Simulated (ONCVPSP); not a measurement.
# Pt: generating and testing an ONCV potential

Aim: build the potential from the settings below, then test how well it stands in for the atom: other configurations, scattering, ghost states and the plane-wave cutoff that it needs.

Program: ONCVPSP 4.0.1.1 (patched build). Reference atom: LDA (Perdew-Wang 92), scalar-relativistic, spherical and spin-unpolarised. All values are calculated.

## (1) Starting point

Typed settings, in words:

```
element                 : platinum (Pt, Z = 78)
type                    : optimised norm-conserving Vanderbilt (ONCV)
frozen core             : [Kr] 4d10 4f14 5s2
valence charge          : 16
reference configuration : 5p6 5d9 6s1
partial waves           : 6s: rc 2.05 bohr, ncon 4, nbas 8, qcut 2.8 1/bohr, 2 projectors, debl 1.2 Ha; 5p: rc 1.45 bohr, ncon 5, nbas 8, qcut 11.3 1/bohr, 2 projectors, debl 3.2 Ha; 5d: rc 1.55 bohr, ncon 4, nbas 7, qcut 5.5 1/bohr, 1 projector
local potential         : polynomial inside 1.05 bohr (lpopt 5, dvloc0 0 Ha)
core correction         : Teter function, fcfact 3.25, rcfact 1.45
```

The nodes and maxima of the atom's own shells, from an earlier all-electron run, set the scale for the radii.

All-electron outer shells of the reference configuration (LDA (PZ), scalar-relativistic, ld1.x):

```
shell  level (eV)  outermost node (bohr)  outermost maximum (bohr)
   4f      -70.51                      –                      0.38
   5p      -56.29                   0.53                      0.98
   5d       -6.38                   0.57                      1.26
   6s       -5.97                   1.14                      2.38
   6p       -0.96                   1.36                      3.55
```

## (2) Generation

Contents of Pt.dat:

```
# ATOM AND REFERENCE CONFIGURATION
# atsym  z   nc   nv     iexc    psfile
  Pt 78.00   11    3  -001012      upf
#
#   n    l    f
    1    0    2.00
    2    0    2.00
    2    1    6.00
    3    0    2.00
    3    1    6.00
    3    2   10.00
    4    0    2.00
    4    1    6.00
    4    2   10.00
    4    3   14.00
    5    0    2.00
    5    1    6.00
    5    2    9.00
    6    0    1.00
#
# PSEUDOPOTENTIAL AND OPTIMIZATION
# lmax
    2
#
#   l,   rc,      ep,       ncon, nbas, qcut
    0    2.05    0.00    4    8    2.80
    1    1.45    0.00    5    8   11.30
    2    1.55    0.00    4    7    5.50
#
# LOCAL POTENTIAL
# lloc, lpopt,  rc(5),   dvloc0
    4    5    1.05    0.00
#
# VANDERBILT-KLEINMAN-BYLANDER PROJECTORs
# l, nproj, debl
    0    2    1.20
    1    2    3.20
    2    1    0.30
#
# MODEL CORE CHARGE
# icmod, fcfact, rcfact
    3    3.25    1.45
#
# LOG DERIVATIVE ANALYSIS
# epsh1, epsh2, depsh
   -4.00    5.00    0.02
#
# OUTPUT GRID
# rlmax, drl
    6.00    0.01
#
# TEST CONFIGURATIONS
# ncnf
    4
# nvcnf
#   n    l    f
    3
    5    1    6.00
    5    2    9.00
    6    0    0.00
#
    3
    5    1    6.00
    5    2    8.00
    6    0    0.00
#
    3
    5    1    6.00
    5    2    7.00
    6    0    0.00
#
    4
    5    1    6.00
    5    2    9.00
    6    0    0.00
    6    1    1.00
#
```

The run is started by

```
$ oncvpsp.x < Pt.dat > Pt.out
```

Q: Predict the outcome of this session. Wanted: cutoffs for 1 and 0.1 mHa per electron, occupied waves; bound ghosts; GHOST(+) flags; largest test error; largest phase difference near zero energy, channels read; rms error of d²Exc/dn², without and with the model core.

**Answer**, as computed:

```
                                                quantity                     value
  cutoffs for 1 and 0.1 mHa per electron, occupied waves           45 Ha and 62 Ha
                                            bound ghosts           s at -210.71 eV
                                          GHOST(+) flags                s at 53 eV
                            largest test error (AE − PS)  +17 meV, for 5p6 5d7 6s0
largest phase difference near zero energy, channels read                 0.001 rad
 rms error of d²Exc/dn², without and with the model core         5.06 and 1.35 mHa
```

In words: It has a bound ghost (s), a state that the atom doesn't have, and that rules the file out. The worst unpolarised test, 5p6 5d7 6s0, is off by 17 meV on 62.3 eV; by total energies transferability rates as good. Atomic tests can pass in spite of a ghost, since they solve only for the levels asked. The potential is hard: the looser tolerance needs 45 Ha. At the looser tolerance the 5p wave is the slowest; 5d needs 28 Ha. Near zero energy the phases of the channels with partial waves agree within 0.001 rad. The program also flags highly localised states, GHOST(+) (s). These are tests on the free atom; a crystal test is still owed.
